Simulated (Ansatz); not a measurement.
# CHClNSi radical: basis-set convergence

An exercise on one series of results from a longer session: the logs are not shown, and one member is left open.

Method: one geometry, several basis sets; program: Ansatz 0.2.0, Gaussian basis.

Levels to be run: PBE0-D4/def2-SVP; ωB97M-V/def2-SVP; PBE0-D4/def2-QZVPP; ωB97M-V/def2-QZVPP; the functionals' def2-TZVPP values are taken from earlier runs.

### The geometry

An earlier PBE0-D4 in a triple-zeta def2 set relaxation fixed the geometry.

SMILES `N#C[SiH]Cl`, 5 atoms, charge 0, spin multiplicity 2.

Atoms are counted from 1 here; the program's logs count them from 0.

Bond lengths: N1–C2 1.154 Å, C2–Si3 1.834 Å, Si3–Cl4 2.035 Å, Si3–H5 1.481 Å. Angles: N1–C2–Si3 174.6°, C2–Si3–Cl4 109.0°, C2–Si3–H5 108.9°, Cl4–Si3–H5 110.9°.

As a file:

```xyz
5

N    -1.3702    0.1305   -1.8275
C    -0.7561    0.0075   -0.8580
Si    0.1054   -0.3101    0.7300
Cl    2.0401   -0.8107    0.3470
H     0.0307    0.9090    1.5671
```

Set-up of the first run:

Contents of in.yaml:

```yaml
crystal:
  periodic: [false, false, false]
  atoms:
    - {symbol: N, position_ang: [-1.370151, 0.130516, -1.827546]}
    - {symbol: C, position_ang: [-0.756118, 0.007483, -0.857998]}
    - {symbol: Si, position_ang: [0.105410, -0.310086, 0.729983]}
    - {symbol: Cl, position_ang: [2.040072, -0.810663, 0.346978]}
    - {symbol: H, position_ang: [0.030687, 0.909049, 1.567083]}
basis:
  gaussian: {orbitals: def2-SVP}
magnetization: {spin_polarized: true, initial_magnetization: 1}
hamiltonian: {xc: pbe0, dispersion: d4}
output: {orbitals: {seedname: orbitals}}
```

Steps of the session up to this table: PBE0-D4 in def2-SVP; ωB97M-V in def2-SVP; PBE0-D4 in def2-QZVPP; ωB97M-V in def2-QZVPP.

One of the session's tables, all rows but one given; the rest of the session is left out.

It belongs to the step «Density functionals: the series». 

| functional | basis | HOMO (eV) | LUMO (eV) |
| --- | --- | --- | --- |
| PBE0-D4 | def2-SVP | -7.21 | -3.63 |
| PBE0-D4 | def2-TZVPP | ? | ? |
| PBE0-D4 | def2-QZVPP | -7.32 | -3.69 |
| ωB97M-V | def2-SVP | -8.92 | -1.90 |
| ωB97M-V | def2-TZVPP | -9.04 | -2.00 |
| ωB97M-V | def2-QZVPP | -9.08 | -2.05 |

Estimate the missing values for PBE0-D4, def2-TZVPP.

**Answer.** HOMO (eV): -7.30; LUMO (eV): -3.67. In the column «HOMO (eV)» it lies between PBE0-D4, def2-QZVPP (-7.32) and PBE0-D4, def2-SVP (-7.21).
